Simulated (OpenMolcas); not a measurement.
# C2H5GeN (SMILES C1=[N][GeH2][CH2]1): levels of theory compared

Aim: a comparison of 6 runs (HF/STO-3G, B3LYP/def2-SVP, BHLYP/def2-SVP, M06-L/def2-SVP, SVWN5/def2-SVP, MP2/def2-SVP) of C2H5GeN. 

The calculation is run with OpenMolcas 26.06.

1 further run of the same task is left out (set aside as unsound or not needed).

## (1) The structure to begin with

C2H5GeN has 9 atoms, charge 0, and is taken as a singlet. As SMILES, `C1=[N][GeH2][CH2]1`. The shape is that of a PBE0-D4/def2-TZVP optimisation.

Bond lengths: C1–N2 1.278 Å, N2–Ge3 1.910 Å, C1–C4 1.512 Å, Ge3–C4 1.983 Å, C1–H5 1.098 Å, Ge3–H6 1.538 Å, Ge3–H7 1.538 Å, C4–H8 1.092 Å, C4–H9 1.092 Å. Some angles: C1–N2–Ge3 89.9°, N2–C1–C4 114.8°, N2–Ge3–C4 74.4°, C1–C4–Ge3 80.9°, N2–C1–H5 121.7°, C4–C1–H5 123.5°, N2–Ge3–H6 115.0°, N2–Ge3–H7 115.0°, C4–Ge3–H6 118.6°, C4–Ge3–H7 118.6°.

## (2) Energy and forces at HF/STO-3G (run 1)

The input, geom.xyz:

```xyz
9

C     -0.186800    -0.549700    -1.075100
N      1.035900    -0.182500    -1.141500
Ge     0.903900     0.560600     0.613000
C     -0.885400    -0.197100     0.218500
H     -0.675600    -1.079500    -1.903400
H      1.056500     2.089100     0.684100
H      1.776000    -0.127000     1.676700
H     -1.720500     0.497400     0.107000
H     -1.215600    -1.057700     0.803700
```

The input, calc.input:

```
&gateway
 baslib=$CurrDir
 coord=geom.xyz
 basis=STO-3G
 group=NoSym

&seward

&scf
 thresholds=1e-10 1e-07 1e-07 1e-05
 prorbitals=0

&alaska
```

The basis set STO-3G is read from a file made from the Basis Set Exchange's data (not shown).

Command:

```console
export MOLCAS_MEM=1860
pymolcas calc.input > calc.log
```

Output:

```text
--- Start Module: gateway ---
[...]
--- Stop Module: gateway /rc=_RC_ALL_IS_WELL_ ---
[...]
      Basis functions           38
[...]
--- Start Module: scf ---
[...]
       Convergence after  14 Iterations
[...]
::    Total SCF energy                              -2183.1787597991
[...]
      Total spin, S                                     0.0000000000
[...]
      Total electronic charge=   56.000000
      Total            charge=   -0.000000
[...]
      Dipole Moment (debye):
      Origin of the operator (angstrom)=    0.5786    0.2586    0.1747
                   X= -8.7735E-01               Y=  6.5805E-01               Z=  2.1045E+00           Total=  2.3731E+00
      Quadrupole Moment (debye*angstrom):
[...]
--- Stop Module: scf /rc=_RC_ALL_IS_WELL_ ---
[...]
--- Start Module: alaska ---
[...]
 *              Molecular gradients               *
 **************************************************
  Irreducible representation: a
 ------------------------------------------------------------------------------------------
                              X                       Y                       Z
 ------------------------------------------------------------------------------------------
  C1                1.12475019156886E-02    1.76108965893791E-02    3.11003626532091E-02
  N2               -5.51748688370068E-03   -1.09318528290263E-02   -2.03790918227256E-02
  GE3              -6.95879627889440E-03   -9.33167846771887E-03   -1.58440341398034E-02
  C4               -1.88316904776862E-02   -1.65313967624439E-02   -2.31821271503336E-02
  H5               -4.08936092329171E-04   -2.04332651151251E-03   -4.25298528986850E-03
  H6                4.57677938847967E-03    3.89040532646554E-02    1.51616232753760E-03
  H7                2.28509368282372E-02   -1.73670129261470E-02    2.67231144632731E-02
  H8               -4.87075278260640E-03    4.12428068388992E-03    2.36349668111258E-04
[...]
--- Stop Module: alaska /rc=_RC_ALL_IS_WELL_ ---
[...]
```

It took 7.2 s on 1 thread of AMD EPYC 7R43 (Zen 3), shared host; peak memory 0.37 GiB.

## (3) Energy and forces at B3LYP/def2-SVP (run 2)

The input, test.input:

```
&gateway
baslib=$CurrDir
basisset
C.def2-SVP....
C1 -0.186800 -0.549700 -1.075100 angstrom
C4 -0.885400 -0.197100 0.218500 angstrom
End of Basis
basisset
N.def2-SVP....
N2 1.035900 -0.182500 -1.141500 angstrom
End of Basis
basisset
Ge.def2-SVP....
Ge3 0.903900 0.560600 0.613000 angstrom
End of Basis
basisset
H.def2-SVP....
H5 -0.675600 -1.079500 -1.903400 angstrom
H6 1.056500 2.089100 0.684100 angstrom
H7 1.776000 -0.127000 1.676700 angstrom
H8 -1.720500 0.497400 0.107000 angstrom
H9 -1.215600 -1.057700 0.803700 angstrom
End of Basis
&seward
gridinput
Grid=UltraFine
End of Grid
&scf
ksdft=B3LYP
thresholds=1e-10 1e-07 1e-07 1e-05
prorbitals=1 1
&alaska
```

The basis set def2-SVP is read from a file made from the Basis Set Exchange's data (not shown).

Command:

```console
export MOLCAS_MEM=1860
pymolcas test.input > test.log
```

Output:

```text
--- Start Module: gateway ---
[...]
--- Stop Module: gateway /rc=_RC_ALL_IS_WELL_ ---
[...]
      Basis functions           99
[...]
--- Start Module: scf ---
[...]
       Convergence after  16 Iterations
[...]
::    Total KS-DFT energy                           -2210.6061127087
[...]
      Total spin, S                                     0.0000000000
[...]
      Total electronic charge=   56.000000
      Total            charge=   -0.000000
[...]
      Dipole Moment (debye):
      Origin of the operator (angstrom)=    0.5786    0.2586    0.1747
                   X= -1.6992E+00               Y=  1.9487E-01               Z=  1.6662E+00           Total=  2.3878E+00
      Quadrupole Moment (debye*angstrom):
[...]
--- Stop Module: scf /rc=_RC_ALL_IS_WELL_ ---
[...]
--- Start Module: alaska ---
[...]
 *              Molecular gradients               *
 **************************************************
  Irreducible representation: a
 ------------------------------------------------------------------------------------------
                              X                       Y                       Z
 ------------------------------------------------------------------------------------------
  C1                3.37915372159081E-03    1.57866848970123E-03    1.02727474061393E-03
  C4               -1.12656721924509E-05   -1.17684224602677E-04   -2.02704023636924E-04
  N2               -9.05534330215296E-03   -8.15231524261328E-04    4.76498927387681E-03
  GE3              -4.42565483207780E-03   -4.02176566959334E-03   -5.81866477503112E-03
  H5                3.51823477460922E-03    3.44520012339977E-03    5.14906004000881E-03
  H6               -2.75029648812319E-04   -1.82487420939470E-03   -1.43527618588712E-04
  H7               -1.09679547828723E-03    7.25051769823182E-04   -1.28062862742695E-03
  H8                5.49278074446846E-03   -4.13877907397753E-03    3.33249631204624E-04
[...]
--- Stop Module: alaska /rc=_RC_ALL_IS_WELL_ ---
[...]
```

Run time: 83 s. Hardware: 1 thread of AMD EPYC 7R43 (Zen 3), shared host; peak memory 0.55 GiB.

Run 3 isn't shown in full; the table further down has it.

## (4) Energy and gradient at M06-L/def2-SVP (run 4)

The input, run.input:

```
&GATEWAY
BASLIB
$CurrDir
COORD
9
angstrom
C       -0.186800      -0.549700      -1.075100
N        1.035900      -0.182500      -1.141500
Ge       0.903900       0.560600       0.613000
C       -0.885400      -0.197100       0.218500
H       -0.675600      -1.079500      -1.903400
H        1.056500       2.089100       0.684100
H        1.776000      -0.127000       1.676700
H       -1.720500       0.497400       0.107000
H       -1.215600      -1.057700       0.803700
BASIS
def2-SVP
GROUP
NoSym
&SEWARD
GRIDINPUT
Grid=UltraFine
End of Grid
&SCF
KSDFT
M06L
THRESHOLDS
1e-10 1e-07 1e-07 1e-05
PRORBITALS
1 2
&ALASKA
```

The basis set def2-SVP is read from a file made from the Basis Set Exchange's data (not shown).

Command:

```console
export MOLCAS_MEM=1860
pymolcas run.input > run.log
```

Output:

```text
--- Start Module: gateway ---
[...]
--- Stop Module: gateway /rc=_RC_ALL_IS_WELL_ ---
[...]
      Basis functions           99
[...]
--- Start Module: scf ---
[...]
       Convergence after  16 Iterations
[...]
::    Total KS-DFT energy                           -2210.4883680612
[...]
      Total spin, S                                     0.0000000000
[...]
      Total electronic charge=   56.000000
      Total            charge=   -0.000000
[...]
      Dipole Moment (debye):
      Origin of the operator (angstrom)=    0.5786    0.2586    0.1747
                   X= -1.6253E+00               Y=  2.7930E-01               Z=  1.8010E+00           Total=  2.4420E+00
      Quadrupole Moment (debye*angstrom):
[...]
--- Stop Module: scf /rc=_RC_ALL_IS_WELL_ ---
[...]
--- Start Module: alaska ---
[...]
 *              Molecular gradients               *
 **************************************************
  Irreducible representation: a
 ------------------------------------------------------------------------------------------
                              X                       Y                       Z
 ------------------------------------------------------------------------------------------
  C1                3.92861934961530E-03   -2.77722082315268E-03   -9.09502330087442E-03
  N2               -1.08047209043569E-02   -1.25731601920709E-03    5.04595956202181E-03
  GE3               8.39381410154161E-04   -2.51769633747401E-04   -1.21890269541680E-03
  C4               -5.94143594768504E-03   -5.85232661242330E-04    3.05187569437171E-03
  H5                3.80332496068903E-03    3.72700657013070E-03    5.57137142382480E-03
  H6               -7.48974934876578E-05   -6.46156592386760E-04    7.99359232206420E-05
  H7               -3.92614446538708E-04    3.51484087813603E-04   -3.61773795743758E-04
  H8                5.44008432412380E-03   -2.73210395469725E-03    5.80715195397374E-06
[...]
--- Stop Module: alaska /rc=_RC_ALL_IS_WELL_ ---
[...]
```

It took 64 s on 1 thread of AMD EPYC 7R43 (Zen 3), shared host; peak memory 0.55 GiB.

Run 5 isn't shown in full; the table further down has it.

## (5) The energy at MP2/def2-SVP (run 6)

The input, input.xyz:

```xyz
9

C     -0.186800    -0.549700    -1.075100
N      1.035900    -0.182500    -1.141500
Ge     0.903900     0.560600     0.613000
C     -0.885400    -0.197100     0.218500
H     -0.675600    -1.079500    -1.903400
H      1.056500     2.089100     0.684100
H      1.776000    -0.127000     1.676700
H     -1.720500     0.497400     0.107000
H     -1.215600    -1.057700     0.803700
```

The input, run.input:

```
* C2H5GeN MP2

&GATEWAY
  BasLib = $CurrDir
  Coord = input.xyz
  Basis = def2-SVP
  Group = NoSym

&SEWARD

&SCF
  Thresholds = 1e-10 1e-07 1e-07 1e-05
  PrOrbitals = 1 1

&MBPT2
  Frozen = 12
```

The basis set def2-SVP is read from a file made from the Basis Set Exchange's data (not shown).

Command:

```console
export MOLCAS_MEM=1860
pymolcas run.input > run.log
```

Output:

```text
--- Start Module: gateway ---
[...]
--- Stop Module: gateway /rc=_RC_ALL_IS_WELL_ ---
[...]
      Basis functions           99
[...]
--- Start Module: scf ---
[...]
       Convergence after  15 Iterations
[...]
::    Total SCF energy                              -2208.0436758167
[...]
      Total spin, S                                     0.0000000000
[...]
      Total electronic charge=   56.000000
      Total            charge=   -0.000000
[...]
      Dipole Moment (debye):
      Origin of the operator (angstrom)=    0.5786    0.2586    0.1747
                   X= -1.8533E+00               Y=  2.7497E-01               Z=  1.9566E+00           Total=  2.7089E+00
      Quadrupole Moment (debye*angstrom):
[...]
--- Stop Module: scf /rc=_RC_ALL_IS_WELL_ ---
[...]
--- Start Module: mbpt2 ---
[...]
WARNING!
Default frozen orbitals as non valence orbitals is overwritten by user input.
Default values:  17
[...]
       Reference weight ( Cref**2 )         =        0.82374
::    Total MBPT2 energy                            -2208.7024485987
[...]
      Total MBPT2 calculations                           0.48      0.55
--- Stop Module: mbpt2 /rc=_RC_ALL_IS_WELL_ ---
[...]
```

Wall time 13 s (1 thread of AMD EPYC 7R43 (Zen 3), shared host); peak memory 0.55 GiB.

## (6) The series

| run | level | integration grid | task | energy (Eh) | dipole moment (D) of the reference | HOMO energy (eV) | LUMO energy (eV) | wall time |
| --- | --- | --- | --- | --- | --- | --- | --- | --- |
| 1 | HF/STO-3G | – | gradient | -2183.178760 | 2.37 | -7.86 | 8.57 | 7.2 s |
| 2 | B3LYP/def2-SVP | UltraFine | gradient | -2210.606113 | 2.39 | -6.59 | -0.33 | 83 s |
| 3 | BHLYP/def2-SVP | UltraFine | gradient | -2210.452676 | 2.53 | -8.19 | 1.08 | 77 s |
| 4 | M06-L/def2-SVP | UltraFine | gradient | -2210.488368 | 2.44 | -5.64 | -0.97 | 64 s |
| 5 | SVWN5/def2-SVP | UltraFine | gradient | -2206.231842 | 2.39 | -5.51 | -1.46 | 57 s |
| 6 | MP2/def2-SVP | – | energy | -2208.702449 | 2.71 | -10.35 | 3.38 | 13 s |

## (7) What came out

```
                                           quantity           value
                                run 6: total energy  -2208.70245 Eh
          run 6: dipole moment (mean-field density)          2.71 D
         run 6: HOMO energy (Hartree–Fock orbitals)       -10.35 eV
         run 6: LUMO energy (Hartree–Fock orbitals)         3.38 eV
       run 6: HOMO–LUMO gap (Hartree–Fock orbitals)        13.73 eV
run 6: correlation energy (12 core orbitals frozen)      -658.8 mEh
```

**Reading.** Over runs 1, 2, 3, 4, 5 the dipole moment (its size) runs from 2.37 D (HF/STO-3G) to 2.53 D (BHLYP/def2-SVP). The two ends differ in method and basis. Over runs 1, 2, 3, 4, 5 the HOMO–LUMO gap runs from 4.05 eV (SVWN5/def2-SVP) to 16.43 eV (HF/STO-3G). Totals of different functionals can't be ranked against each other. In run 1 the basis is minimal, so the values are rough. All runs together took 5 min, the longest 83 s.
